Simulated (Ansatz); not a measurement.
# CH₅Sb: taking an electron away

Aim: the vertical ionisation energy of CH₅Sb, as cation minus neutral at the neutral's geometry, on several levels, and how well −ε(HOMO) stands in for it.

Program: Ansatz 0.2.0, Gaussian basis. Level of theory: unrestricted cation, the program's frozen cores in correlated methods. These are calculated values, not measurements.

The runs, in order: UKS PBE-D4/def2-TZVPP; UKS r2SCAN-D4/def2-TZVPP; UKS PBE0-D4/def2-TZVPP; UKS B3LYP-D4/def2-TZVPP; UKS wB97X-V/def2-TZVPP; UKS wB97M-V/def2-TZVPP; UKS B2PLYP/def2-TZVPP; UHF-CCSD(T)/def2-TZVPP; UHF-MP2/def2-QZVPP; extrapolation to the limit; then −ε(HOMO) from the neutral's earlier runs with LDA (SPW92), PBE-D4, revPBE-D4, BLYP-D4, r2SCAN-D4, B97M-V, PBE0-D4, B3LYP-D4, r2SCANh-D4, r2SCAN0-D4, HSE06-D4, BHLYP-D4, CAM-B3LYP-D4, LC-ωPBE, ωB97X-V, ωB97M-V.

## Step 1: Structure used throughout

All runs share one geometry, relaxed beforehand with PBE0-D4 in a triple-zeta def2 set. Sb takes the def2 core potential; no spin-orbit term is included.

SMILES `[CH3][SbH2]`, 7 atoms, charge 0, spin multiplicity 1.

Atoms are counted from 1 here; the program's logs count them from 0.

Bond lengths: C1–Sb2 2.162 Å, C1–H3 1.090 Å, C1–H4 1.090 Å, C1–H5 1.088 Å, Sb2–H6 1.711 Å, Sb2–H7 1.711 Å. Angles: Sb2–C1–H3 108.7°, Sb2–C1–H4 108.7°, Sb2–C1–H5 111.0°, H3–C1–H4 108.9°, H3–C1–H5 109.8°, H4–C1–H5 109.7°, C1–Sb2–H6 94.2°, C1–Sb2–H7 94.2°, H6–Sb2–H7 91.2°.

## Step 2: Cation, UKS PBE-D4/def2-TZVPP

Input file in.yaml:

```yaml
crystal:
  periodic: [false, false, false]
  atoms:
    - {symbol: C, position_ang: [-0.610520, -0.478692, -0.404760]}
    - {symbol: Sb, position_ang: [0.668275, 0.179765, 1.208918]}
    - {symbol: H, position_ang: [-0.439312, -1.541508, -0.574806]}
    - {symbol: H, position_ang: [-1.649247, -0.331800, -0.109302]}
    - {symbol: H, position_ang: [-0.405820, 0.077218, -1.317107]}
    - {symbol: H, position_ang: [0.411602, 1.843088, 0.900250]}
    - {symbol: H, position_ang: [2.086122, 0.183828, 0.251108]}
basis:
  gaussian: {orbitals: def2-TZVPP}
total_charge: 1
magnetization: {spin_polarized: true, initial_magnetization: 1}
hamiltonian: {xc: pbe, dispersion: d4}
```

After this run come: Cation, UKS r2SCAN-D4/def2-TZVPP; Cation, UKS PBE0-D4/def2-TZVPP; Cation, UKS B3LYP-D4/def2-TZVPP; Cation, UKS wB97X-V/def2-TZVPP; Cation, UKS wB97M-V/def2-TZVPP; Cation, UKS B2PLYP (frozen core)/def2-TZVPP; Cation, UHF-CCSD(T)/def2-TZVPP; Cation, UHF-MP2/def2-QZVPP.

Q: Predict the results of all the runs planned. Wanted: ionisation energy, CCSD(T)/CBS; nearest functional by difference; nearest −ε(HOMO); −ε(HOMO) of PBE; T1 of the cation.

The runs gave:

| quantity | value |
| --- | --- |
| ionisation energy, CCSD(T)/CBS | 9.45 eV |
| nearest functional by difference | B3LYP-D4 (-0.10 eV) |
| nearest −ε(HOMO) | LC-ωPBE (+0.09 eV) |
| −ε(HOMO) of PBE | 6.03 eV |
| T1 of the cation | 0.014 |

What this shows: By cation minus neutral, the functionals miss by 0.26 eV at most. −ε(HOMO) of PBE misses by 3.4 eV, since self-interaction lifts the level. Among orbital estimates LC-ωPBE comes nearest. Hartree-Fock falls 1.11 eV short, as the neutral has more correlation energy than the cation. Correlated methods include outer-core shells of Sb, which these sets cover unevenly. With outer-core shells in play the reference is unsure by up to some tenths of an eV, so close misses can't be ranked.
